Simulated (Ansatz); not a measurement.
Runs of Ansatz 0.2.0 on NiMoIrPdW. It takes space group Cm (No. 8, monoclinic). Conventional cell: a = 4.689 Å, b = 2.863 Å, c = 11.144 Å, α = 90.00°, β = 101.20°, γ = 90.00°. Ni (site symmetry m) has 3 Ir at 2.59 to 2.61 Å and 3 Pd at 2.67 to 2.68 Å and 6 Ni at 2.75 to 2.86 Å as nearest neighbours. Around Mo (site symmetry m) lie 3 Ir at 2.68 Å and 6 Mo at 2.75 to 2.86 Å and 2 W at 2.78 Å. Around Pd (site symmetry m) lie 3 Ni at 2.67 to 2.68 Å and 3 W at 2.74 to 2.75 Å and 6 Pd at 2.75 to 2.86 Å. Ir (site symmetry m) has 3 Ni at 2.59 to 2.61 Å and 3 Mo at 2.68 Å and 6 Ir at 2.75 to 2.86 Å as nearest neighbours. W (site symmetry m) has 3 Pd at 2.74 to 2.75 Å and 6 W at 2.75 to 2.86 Å and 2 Mo at 2.78 Å as nearest neighbours. The cell was built by a generator and needn't be a form met in nature.

```tsv
task	level	potentials or basis	cell	k mesh	cutoff (eV)	basis error allowed	mesh quality	pressure (GPa)	moment (μB)	relaxed volume (Å³/atom)	largest force (eV/Å)
relaxation of cell and atoms	PBEsol	all-electron PAW datasets made for the crystal	relaxed	7 × 7 × 2	-	-	coarse	0.0	0.32	(b)	-
band structure	revPBE	all-electron LAPW, scalar-relativistic	as given	8 × 8 × 2	277	0.002 eV/atom	coarse	2.7	0.00	-	0.09
relaxation of cell and atoms	PBE	all-electron PAW datasets made for the crystal	relaxed	7 × 7 × 2	-	-	coarse	0.0	0.40	14.69	-
relaxation of cell and atoms	PBE+D4	all-electron PAW datasets made for the crystal	relaxed	7 × 7 × 2	-	-	coarse	0.0	(a)	14.37	0.01
```

Alike in all rows: spin collinear, ferromagnetic start; smearing fermi-dirac 0.05 eV.

**Question.** Fill in the values left out.

**Answer.** (a) 0.35; (b) 14.16.

Caveats: some runs use coarse meshes; the k mesh is thin for a metal, which can move the energy by tens of meV per atom.

Not every run made on this cell is shown here.
